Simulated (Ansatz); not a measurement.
This script for Ansatz 0.2.0 through its Python package starts 5 runs on CH₂I, SMILES [CH2]I. What input does the engine get in each?

`relaxed_scan.py`
```python
"""One bond of CH2I held at set lengths while the rest relaxes."""

import ansatz
import numpy as np

BASIS = "def2-SVP"
FUNCTIONAL = "hf"

GEOMETRY = """
C    -0.04190   -0.19410   -0.15890
I     0.61760    1.07760    1.26680
H    -0.79900    0.23620   -0.93830
H     0.27880   -1.18000   -0.18990
"""

ch2i = ansatz.Crystal.molecule()
for line in GEOMETRY.strip().splitlines():
    symbol, *xyz = line.split()
    ch2i = ch2i.atom(symbol, [float(v) for v in xyz])

calculation = ch2i.calculation().basis(gaussian=BASIS).functional(FUNCTIONAL).spin("collinear", total=1)
symbols = [site.symbol for site in ch2i.cartesian_sites]
pairs = [(0, 1), (0, 2), (0, 3)]
print("held (A)   E (eV)        ", "  ".join(f"{symbols[i]}{i}-{symbols[j]}{j}" for i, j in pairs))
for length in [1.08, 1.17, 1.26, 1.4, 1.58]:
    summary = calculation.relax(constraints=[ansatz.DistanceConstraint((0, 2), at=length)], force_tolerance=0.02, max_steps=60).run(threads=1).report
    xyz = np.array(summary["positions_ang"])
    print(f"{length:6.2f} {summary['free_energy_ev']:14.5f}  ", "  ".join(f"{np.linalg.norm(xyz[i] - xyz[j]):.3f}" for i, j in pairs))
```

Run 1:
```yaml
crystal:
  periodic: [false, false, false]
  atoms:
    - { symbol: C, position_ang: [-0.0419, -0.1941, -0.1589] }
    - { symbol: I, position_ang: [0.6176, 1.0776, 1.2668] }
    - { symbol: H, position_ang: [-0.799, 0.2362, -0.9383] }
    - { symbol: H, position_ang: [0.2788, -1.18, -0.1899] }
basis:
  gaussian:
    orbitals: def2-SVP
hamiltonian:
  xc: hf
magnetization:
  spin_polarized: true
  initial_magnetization: 1.0
relax:
  f_tol: 0.02
  max_steps: 60
  constraints:
    - { distance: [0, 2], at: 1.08 }
```

Run 2, against run 1:
```diff
-    - { distance: [0, 2], at: 1.08 }
+    - { distance: [0, 2], at: 1.17 }
```

Run 3, against run 1:
```diff
-    - { distance: [0, 2], at: 1.08 }
+    - { distance: [0, 2], at: 1.26 }
```

Run 4, against run 1:
```diff
-    - { distance: [0, 2], at: 1.08 }
+    - { distance: [0, 2], at: 1.4 }
```

Run 5, against run 1:
```diff
-    - { distance: [0, 2], at: 1.08 }
+    - { distance: [0, 2], at: 1.58 }
```

```console
$ python relaxed_scan.py
held (A)   E (eV)         C0-I1  C0-H2  C0-H3
DeckWarning: relax.constraints: the input's atoms, or those drawn, lie off the distances that are held; a relaxation that starts there is brought onto them ahead of its first SCF, by positions alone, [...]
  1.08    -9132.10692   2.072  1.080  1.079
  1.17    -9131.96987   2.070  1.170  1.080
  1.26    -9131.64185   2.068  1.260  1.080
  1.40    -9130.94307   2.063  1.400  1.081
  1.58    -9129.98180   2.057  1.580  1.081
```
(Warnings from the package without file and line, shortened, repeats left out.)

What to keep in mind:
- Total energies depend on the basis set; only differences at equal settings carry meaning.
- The energies are electronic: no zero-point or thermal terms, and the basis set is short of its limit.
- def2 sets replace the cores of elements past krypton by effective core potentials.
- The species is open-shell (spin multiplicity 2).
- The expectation value of S² is noticeably off S(S+1) in at least one run, so that state is spin-contaminated.
- Wall time of the script: 42 s on 1 thread of Arm Neoverse N1 (shared host), peak memory 0.18 GiB.
